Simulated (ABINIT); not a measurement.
Runs of ABINIT 10.8.3 (patched build) on TaVN2. The structure is tetragonal, space group P4/mmm (No. 123). The conventional cell has a = 3.050 Å, b = 3.050 Å, c = 4.296 Å, α = 90.00°, β = 90.00°, γ = 90.00°. Around Ta (site symmetry 4/mmm) lie 6 N at 2.15 to 2.16 Å. Around V (site symmetry 4/mmm) lie 6 N at 2.15 to 2.16 Å. N (site symmetry 4/mmm) has 2 V at 2.15 Å and 4 Ta at 2.16 Å as nearest neighbours. Around N (site symmetry 4/mmm) lie 2 Ta at 2.15 Å and 4 V at 2.16 Å. The cell comes from a database or a generator and needn't be the stable form of this composition.

| task | level | potentials or basis | cell | k mesh | cutoff (eV) | fine-grid cutoff | cell freedom (optcell) | cutoff smearing ecutsm (Ha) | optimiser (ionmov) | force stop (Ha/bohr) | mesh quality | gap on the mesh (eV) | pressure (GPa) | moment (μB) |
| --- | --- | --- | --- | --- | --- | --- | --- | --- | --- | --- | --- | --- | --- | --- |
| band structure | LDA | JTH PAW LDA v2.0 | as given | 8 × 8 × 5 | 707 | 1306.15 eV | - | - | - | - | not flagged | none | -19.0 | 0.49 |
| band structure | PBEsol | JTH PAW PBE v2.0 | as given | 6 × 6 × 4 | 707 | 1306.15 eV | - | - | - | - | coarse | none | (b) | 1.02 |
| single point | PBEsol | JTH PAW PBE v2.0 | as given | 9 × 9 × 6 | 707 | 1306.15 eV | - | - | - | - | not flagged | none | -10.3 | 0.89 |
| relaxation of cell and atoms | LDA | JTH PAW LDA v2.0 | relaxed | 4 × 4 × 3 | 707 | 1306.15 eV | 2 | 0.5 | 22 | 5e-05 | coarse | none | 0.0 | (a) |
| band structure | PBE | JTH PAW PBE v2.0 | as given | 8 × 8 × 5 | 707 | 1306.15 eV | - | - | - | - | not flagged | none | -0.3 | 1.15 |
| band structure | r2SCAN | JTH PAW PBE v2.0 | as given | 4 × 4 × 3 | 844 | 1442.2 eV | - | - | - | - | coarse | none | - | 1.96 |

Alike in all rows: spin collinear, ferromagnetic start; smearing fermi-dirac 0.05 eV.

Q: Fill in the values left out.

A: (a) 0.64; (b) -10.0.

Caveats: some runs use coarse meshes; the PAW data sets were made with another functional, which shifts forces and pressure a little (some runs).

A k mesh can miss the band edges, and the runs leave out spin-orbit coupling on Ta.

A gap of «none» marks a metal or a gap under the smearing width.

Not every run made on this cell is shown here.
